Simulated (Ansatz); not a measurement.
A run of Ansatz 0.2.0:

The input input.yaml:

```yaml
crystal:
  lattice:
    - [1.2893368271, 0.7443989642, 9.9743618604]
    - [-1.2893368271, 0.7443989642, 9.9743618604]
    - [0.0, -1.4887979284, 9.9743618604]
  atoms:
    - { symbol: Co, position: [0.401145, 0.401145, 0.401145] }
    - { symbol: Co, position: [0.799679, 0.799679, 0.799679] }
    - { symbol: Co, position: [0.200321, 0.200321, 0.200321] }
    - { symbol: Co, position: [0.598855, 0.598855, 0.598855] }
    - { symbol: Al, position: [0.0, 0.0, 0.0] }
hamiltonian:
  xc: pbesol
  pseudopotentials: { kind: paw }
kpoints:
  mp_grid: { grid: [12, 12, 12] }
scf:
  occupations: { method: fermi_dirac, width: 0.05 }
output:
  forces: true
  stress: true
  eigenvalues: true
```

Potentials or basis: Ansatz PAW.

Command:

```bash
$ ansatz run input.yaml --threads 2 --pin off --max-ram 5632MiB --backend cpu --events-out ev --progress --plain --runs-dir out
```

Hardware: 2 threads of Intel(R) Xeon(R) 6975P-C (Granite Rapids), on a shared host.

Problem. Estimate the wall time of this run.

Solution. Run time: 6.9 s on 2 threads of Intel(R) Xeon(R) 6975P-C (Granite Rapids), on a shared host, peak memory 0.61 GiB. Counts: scf iterations 10, plane waves 1143, k points 189, bands 43.
